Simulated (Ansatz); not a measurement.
This script makes relaxations under a series of pressures of BeB2, space group P6/mmm with the Python package of Ansatz (0.2.0).

`compress.py`
```python
"""Volume and enthalpy of BeB2 against pressure."""

import ansatz as az
import numpy as np
import pandas as pd

def edges_and_angles(cell):
    cell = np.asarray(cell)
    a, b, c = np.linalg.norm(cell, axis=1)
    cosines = cell[1] @ cell[2] / (b * c), cell[0] @ cell[2] / (a * c), cell[0] @ cell[1] / (a * b)
    return (a, b, c, *np.degrees(np.arccos(cosines)))

crystal = (
    az.Lattice.of((2.92969045, 0.0, 0.0), (-1.46484522, 2.53718635, 0.0), (0.0, 0.0, 2.877335))
    .atom("Be", (0.0, 0.0, 0.0))
    .atom("B", (1 / 3, 2 / 3, 0.5))
    .atom("B", (2 / 3, 1 / 3, 0.5))
)

calc = (
    crystal.calculation()
    .occupations(az.OccupationsMethod.FERMI_DIRAC, width=150 * az.meV)  # smearing steadies the SCF of a metal
    .scf(max_iterations=150, lower_state_search="standard")
    .functional(az.Functional.LDA)
    .kpoints(9, 9, 8, center="monkhorst-pack")
    .basis(630)  # plane waves up to this kinetic energy
)

# H = F + PV, with 1 GPa A^3 = 1/160.21766 eV
rows = []
for pressure in [0, 10, 20, 30, 40]:
    res = calc.relax(cell=True, pressure=pressure, force_tolerance=0.1, density_extrapolation="transplant").run(threads=1)
    cell = res.lattice.cell_ang
    n_atoms = len(res.lattice.sites)
    volume = abs(np.linalg.det(cell)) / n_atoms
    enthalpy = res.report["free_energy_ev"] / n_atoms + pressure * volume / 160.21766
    rows.append((pressure, volume, enthalpy, *edges_and_angles(cell)))
    print(f"{pressure} GPa done: {volume:.4f} A^3/atom")

table = pd.DataFrame(rows, columns=["P_GPa", "V_A3_atom", "H_eV_atom", "a", "b", "c", "alpha", "beta", "gamma"])
print(table.round(4).to_string(index=False))
p, v = np.array([row[0] for row in rows], float), np.array([row[1] for row in rows])
print("mean bulk modulus between rows (GPa):", np.round(-np.diff(p) / np.diff(np.log(v)), 1))
```

From its runs, with one value withheld:

| P (GPa) | relaxed V (Å³/atom) |
| --- | --- |
| 0 | 6.863 |
| 10 | 6.528 |
| 20 | 6.250 |
| 30 | 6.014 |
| 40 | ? |

What volume does the cell relax to at 40 GPa?

Murnaghan's form V = V0 (1 + B' P / B0)^(-1/B') through the 4 rows shown gives V0 = 6.863 Å³, B0 = 184.7 GPa and B' = 3.02, and so 5.810 Å³ an atom at 40 GPa. The run gave 5.806 Å³, 0.07 % away.

Caveats:
- The settings weren't tested for convergence.
- At a fixed pressure a relaxation lowers the enthalpy F + PV, while F alone can rise.
- For a metal this k-point mesh is coarse: on a finer one energies can move by several to tens of meV an atom and pressures by half a GPa or more, differences at one mesh by less.
- This cell is a computed structure, which may not be the phase found in nature.
- Symmetry holds the cell in this phase, whether or not it is the stable one at each pressure.
- The whole script took 23 s on 1 thread of Arm Neoverse V2, on a shared host, peak memory 0.41 GiB.
